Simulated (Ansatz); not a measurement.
# Ga12Sb12 zinc blende off sphere (Ga₁₂Sb₁₂H₃₂): structure and electronic state

What does Ga12Sb12 zinc blende off sphere (Ga₁₂Sb₁₂H₃₂) look like as a singlet, and where do its frontier electrons sit?

The runs use Ansatz 0.2.0, Gaussian basis; RKS PBE0-D4/def2-SVP.

Plan: relaxation at PBE-D4/def2-SVP; a single point at PBE0-D4/def2-SVP.

2 further runs of the same task are left out: 1 for a known fault of the program, 1 set aside as unsound or not needed. Runs told in other sessions of the task aren't counted.

### Step 1. The system as given

56 atoms, charge 0, spin multiplicity 1.

Atoms are counted from 1 here; the program's logs count them from 0.

Bond lengths: Ga1–Sb14 2.666 Å, Ga1–Sb15 2.619 Å, Ga1–H25 1.550 Å, Ga1–H26 1.530 Å, Ga2–Sb13 2.615 Å, Ga2–Sb17 2.657 Å, Ga2–H27 1.544 Å, Ga2–H28 1.589 Å, Ga3–Sb16 2.639 Å, Ga3–Sb18 2.633 Å, Ga3–H29 1.560 Å, Ga3–H30 1.537 Å, Ga4–Sb14 2.643 Å, Ga4–Sb19 2.653 Å, Ga4–Sb20 2.620 Å, Ga4–H31 1.543 Å, Ga5–Sb16 2.632 Å, Ga5–Sb19 2.607 Å and more. Angles: Sb14–Ga1–Sb15 109.8°, Sb14–Ga1–H25 109.6°, Sb14–Ga1–H26 108.0°, Sb15–Ga1–H25 110.1°, Sb15–Ga1–H26 110.3°, H25–Ga1–H26 109.0°, Sb13–Ga2–Sb17 110.3°, Sb13–Ga2–H27 110.3°, Sb13–Ga2–H28 109.1°, Sb17–Ga2–H27 109.6°, Sb17–Ga2–H28 109.2°, H27–Ga2–H28 108.2°, Sb16–Ga3–Sb18 109.5°, Sb16–Ga3–H29 108.9°, Sb16–Ga3–H30 110.0°, Sb18–Ga3–H29 109.0°, Sb18–Ga3–H30 109.5°, H29–Ga3–H30 109.9° and more.

Sb takes a core potential in the def2 sets. No spin-orbit coupling is included.

The start is a built from a lattice or polyhedron geometry.

### Step 2. Optimising with PBE-D4/def2-SVP

Input file in.yaml:

```yaml
crystal:
  periodic: [false, false, false]
  atoms:
    - {symbol: Ga, position_ang: [-4.838400, 1.805900, -0.648600]}
    - {symbol: Ga, position_ang: [-1.813200, -4.292800, 2.403100]}
    - {symbol: Ga, position_ang: [1.248300, -4.297700, -0.648100]}
    - {symbol: Ga, position_ang: [-1.789200, 1.794000, -3.695400]}
    - {symbol: Ga, position_ang: [1.245300, -1.258800, -3.710800]}
    - {symbol: Ga, position_ang: [-1.784600, -1.255800, -0.658000]}
    - {symbol: Ga, position_ang: [-1.805300, 1.789800, 2.396600]}
    - {symbol: Ga, position_ang: [1.252300, -1.237000, 2.411500]}
    - {symbol: Ga, position_ang: [1.215700, 1.765300, -0.656200]}
    - {symbol: Ga, position_ang: [-1.799900, 4.846800, -0.650300]}
    - {symbol: Ga, position_ang: [4.338200, -1.273100, -0.659200]}
    - {symbol: Ga, position_ang: [4.337000, 1.803300, 2.406400]}
    - {symbol: Sb, position_ang: [-3.326300, -2.806100, 0.873900]}
    - {symbol: Sb, position_ang: [-3.317000, 0.250200, -2.188800]}
    - {symbol: Sb, position_ang: [-3.319700, 3.304400, 0.870000]}
    - {symbol: Sb, position_ang: [-0.267200, -2.780900, -2.186200]}
    - {symbol: Sb, position_ang: [-0.259700, -2.768000, 3.926200]}
    - {symbol: Sb, position_ang: [2.769100, -2.770400, 0.863900]}
    - {symbol: Sb, position_ang: [-0.255400, 0.252500, -5.214900]}
    - {symbol: Sb, position_ang: [-0.268900, 3.299900, -2.183300]}
    - {symbol: Sb, position_ang: [2.782200, 0.272700, -2.193300]}
    - {symbol: Sb, position_ang: [-0.285200, 0.271600, 0.864400]}
    - {symbol: Sb, position_ang: [2.784900, 0.280000, 3.896700]}
    - {symbol: Sb, position_ang: [2.785200, 3.337000, 0.867000]}
    - {symbol: H, position_ang: [-5.744900, 2.694000, -1.538900]}
    - {symbol: H, position_ang: [-5.719300, 0.899300, 0.213300]}
    - {symbol: H, position_ang: [-2.684400, -5.202200, 3.297200]}
    - {symbol: H, position_ang: [-0.901600, -5.220000, 1.489400]}
    - {symbol: H, position_ang: [2.158800, -5.185300, -1.552300]}
    - {symbol: H, position_ang: [0.367300, -5.188800, 0.242600]}
    - {symbol: H, position_ang: [-2.669600, 2.686600, -4.594100]}
    - {symbol: H, position_ang: [2.141600, -2.129700, -4.626500]}
    - {symbol: H, position_ang: [-2.684800, 0.905000, 3.264200]}
    - {symbol: H, position_ang: [-0.899500, 2.673000, 3.298500]}
    - {symbol: H, position_ang: [-2.684600, 5.742800, -1.524400]}
    - {symbol: H, position_ang: [-0.898700, 5.719600, 0.212800]}
    - {symbol: H, position_ang: [5.221800, -2.147200, -1.553000]}
    - {symbol: H, position_ang: [5.197700, -0.370100, 0.248300]}
    - {symbol: H, position_ang: [5.196000, 0.904700, 1.496600]}
    - {symbol: H, position_ang: [5.202600, 2.667200, 3.295500]}
    - {symbol: H, position_ang: [-4.288800, -3.797300, -0.158600]}
    - {symbol: H, position_ang: [-4.302400, -1.750100, 1.849500]}
    - {symbol: H, position_ang: [-4.330400, -0.715600, -3.184200]}
    - {symbol: H, position_ang: [-4.319200, 4.306400, 1.872500]}
    - {symbol: H, position_ang: [-1.267700, -3.770300, -3.174300]}
    - {symbol: H, position_ang: [0.711800, -3.779200, 4.900200]}
    - {symbol: H, position_ang: [-1.261600, -1.805200, 4.898100]}
    - {symbol: H, position_ang: [3.796300, -3.775200, 1.863700]}
    - {symbol: H, position_ang: [-1.254000, -0.730700, -6.225000]}
    - {symbol: H, position_ang: [0.730800, 1.265900, -6.239000]}
    - {symbol: H, position_ang: [0.736900, 4.302800, -3.187500]}
    - {symbol: H, position_ang: [3.760900, 1.255800, -3.147200]}
    - {symbol: H, position_ang: [1.770700, 1.264100, 4.882400]}
    - {symbol: H, position_ang: [3.774400, -0.710900, 4.910900]}
    - {symbol: H, position_ang: [1.778900, 4.315100, 1.875000]}
    - {symbol: H, position_ang: [3.784400, 4.341200, -0.118500]}
basis:
  gaussian: {orbitals: def2-SVP, fitting: {mean_field: def2-universal-jkfit}}
hamiltonian: {xc: pbe, dispersion: d4}
scf: {lower_state_search: "off"}
output: {orbitals: {seedname: orbitals}}
relax: {f_tol: 0.03, max_steps: 70}
```

Started as:

```
> ansatz run in.yaml --threads 11 --pin off --events-out ev --progress --plain --max-ram 174080MiB --backend cuda --devices 0, --max-vram 75GiB
```

Further steps of the session: Single point, PBE0-D4/def2-SVP.

Before running them: what should the planned runs give, taken together? Wanted: point group; commonest bond, hydrogen aside; HOMO, LUMO at PBE0-D4/def2-SVP; dipole at PBE-D4/def2-SVP.

**Answer**, as computed:

```
                      quantity                             value
                   point group                                Cs
commonest bond, hydrogen aside  Ga–Sb, 32 of mean length 2.682 Å
HOMO, LUMO at PBE0-D4/def2-SVP                   -6.56, -2.06 eV
     dipole at PBE-D4/def2-SVP                            3.72 D
```

What this shows: The molecule keeps its bonding pattern by the stored test; the atoms moved 0.61 Å (rms), and the angle Ga3–Sb18–Ga11 went from 110° to 138°. No usable vibrations, so a minimum isn't proven. The HOMO lies nearest to Sb22 17 %; Sb15 13 % and the LUMO to Ga8 14 %; Sb17, Sb22, Sb23 about 6 % each. Whether this spin is the lowest isn't tested here. The point group is read from a loosely relaxed geometry; soft torsions can leave it below the true symmetry.
